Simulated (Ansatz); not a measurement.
# LiPb: from the listed structure to its properties

The task here is to estimate one member of a computed series from the others.

Program: Ansatz 0.2.0. Level of theory: DFT r2SCAN, scalar-relativistic, plane waves, PAW. These are calculated values, not measurements.

### The starting structure

The structure is cubic, space group Pm-3m (No. 221). Conventional cell: a = 3.522 Å, b = 3.522 Å, c = 3.522 Å, α = 90.00°, β = 90.00°, γ = 90.00°. Li (site symmetry m-3m) is surrounded by 8 Pb at 3.05 Å. Pb (site symmetry m-3m) is surrounded by 8 Li at 3.05 Å.

Structure file:

```xyz
2
Lattice="3.5220 0.0000 0.0000 0.0000 3.5220 0.0000 0.0000 0.0000 3.5220" Properties=species:S:1:pos:R:3 pbc="T T T"
Li    1.7610    1.7610    1.7610
Pb    0.0000    0.0000    0.0000
```

Source of the structure: the Crystallography Open Database.

Set-up of the first run:

(A quick probe on a coarse mesh, which set the mesh and smearing, is not shown.)

File input.yaml:

```yaml
crystal:
  lattice:
    - [3.522, 0.0, 0.0]
    - [0.0, 3.522, 0.0]
    - [0.0, 0.0, 3.522]
  atoms:
    - { symbol: Li, position: [0.5, 0.5, 0.5] }
    - { symbol: Pb, position: [0.0, 0.0, 0.0] }
basis:
  ecutwfc: 500
kpoints:
  mp_grid: { grid: [12, 12, 12] }
hamiltonian:
  xc: r2scan
scf:
  occupations: { method: gaussian, width: 0.1 }
output:
  forces: true
  stress: true
  eigenvalues: true
relax:
  adjacent_minimum: "off"
  f_tol: 0.005
  max_steps: 80
  cell: { stress_tol: 0.05 }
```

Run with:

```bash
$ ansatz run input.yaml --threads 1 --pin off --max-ram 2560MiB --backend cpu --events-out ev --progress --plain --runs-dir out
```

Steps of the session up to this table: Relaxing cell and atoms; Bands, states and charges; The cell scaled to 0.97 of its volume; The cell scaled to 1.03 of its volume; The cell scaled to 0.94 of its volume; The cell scaled to 1.06 of its volume.

One of the session's tables, all rows but one given; the rest of the session is left out.

It belongs to the step «Energy against volume». 

| volume (Å³/atom) | energy above the lowest point (meV/atom) | pressure (GPa) |
| --- | --- | --- |
| 20.939 | 9.9 | 2.50 |
| 21.607 | 2.3 | 1.15 |
| 22.275 | 0.0 | -0.01 |
| 22.943 | ? | ? |
| 23.612 | 8.1 | -1.83 |

**Question.** Estimate the row for volume (Å³/atom) = 22.943.

Worked estimate for «energy above the lowest point (meV/atom)». A straight line through the neighbours (22.275, 0.0) and (23.612, 8.1) gives 0.0 + (8.1 − 0.0) × (22.943 − 22.275) / (23.612 − 22.275) = 4.0; a parabola fitted to 3 rows on both sides gives 1.9.

As computed: energy above the lowest point (meV/atom): 2.2; pressure (GPa): -0.99. In «energy above the lowest point (meV/atom)» the line misses by +1.8 and the parabola by -0.3.
